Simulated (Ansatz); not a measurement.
# Ruthenium, simple cubic under BLYP: ground state and equation of state

What does BLYP give for ruthenium in the simple cubic structure? We relax it, solve it on a dense k-mesh, then scale the cell to 7 volumes from 88 to 112 % of the relaxed one and try a fit of the equation of state. Spin polarisation is left out. The k-meshes are 13×13×13 for the relaxation; 20×20×20 for the dense run; 14×14×14 for the volumes.

This is Ru in the simple cubic structure; at room conditions it is hcp.

Computed with Ansatz 0.2.0 (DFT BLYP, plane waves (420 eV) with PAW, scalar-relativistic; PAW files made under PBE, frozen cores solved again for the functional, unless a step says otherwise).

### Step 1. Starting point

Symmetry: Pm-3m, No. 221, cubic system. Conventional cell: a = 2.446 Å, b = 2.446 Å, c = 2.446 Å, α = 90.00°, β = 90.00°, γ = 90.00°. Around Ru (site symmetry m-3m) lie 6 Ru at 2.45 Å.

As a file:

```
CELL_PARAMETERS angstrom
2.44628 0.00000 0.00000
0.00000 2.44628 0.00000
0.00000 0.00000 2.44628
ATOMIC_POSITIONS crystal
Ru 0.00000 0.00000 0.00000
```

### Step 2. Relaxation of the cell

File input.yaml:

```yaml
crystal:
  lattice:
    - [2.4462764308, 0.0, 0.0]
    - [0.0, 2.4462764308, 0.0]
    - [0.0, 0.0, 2.4462764308]
  atoms:
    - { symbol: Ru, position: [0.0, 0.0, 0.0] }
hamiltonian:
  xc: blyp
  pseudopotentials:
    kind: paw
    azcp:
      Ru: "pseudopotentials/Ru.paw.azcp"
basis:
  ecutwfc: 420
  fft_grid_basis: typed
kpoints:
  mp_grid: { grid: [13, 13, 13], shift: [0, 0, 0] }
magnetization:
  spin_polarized: false
scf:
  occupations: { method: fermi_dirac, width: 0.1 }
relax:
  max_steps: 60
  f_tol: 0.01
  cell: {}
```

Further steps of the session: The energy on a finer k-mesh; Equation of state: 88 %; Equation of state: 92 %; Equation of state: 96 %; Equation of state: 100 %; Equation of state: 104 %; Equation of state: 108 %; Equation of state: 112 %.

What does the calculation give? Wanted: space group; conventional cell; volume; shortest distance; gap on the mesh; relative to hcp; V₀, B₀, B₀′.

The runs gave:

| quantity | value |
| --- | --- |
| space group (spins left aside) | Pm-3m (No. 221) |
| conventional cell | a = 2.554 Å |
| volume | 16.659 Å³/atom |
| shortest distance | 2.554 Å |
| gap on the mesh | none (levels filled in part) |
| relative to hcp | +880 meV/atom |
| V₀, B₀, B₀′ | 16.638 Å³/atom, 190 GPa, 4.8 |

The relaxation enlarged the cell by 13.8 % in volume. Against the reference form of ruthenium (hcp, computed apart with the same settings) it stands 880 meV/atom higher. Levels at the Fermi energy are filled in part, as in a metal. The fitted modulus is 190 GPa. The symmetry was held, so the structure may be unstable against distortions that break it.
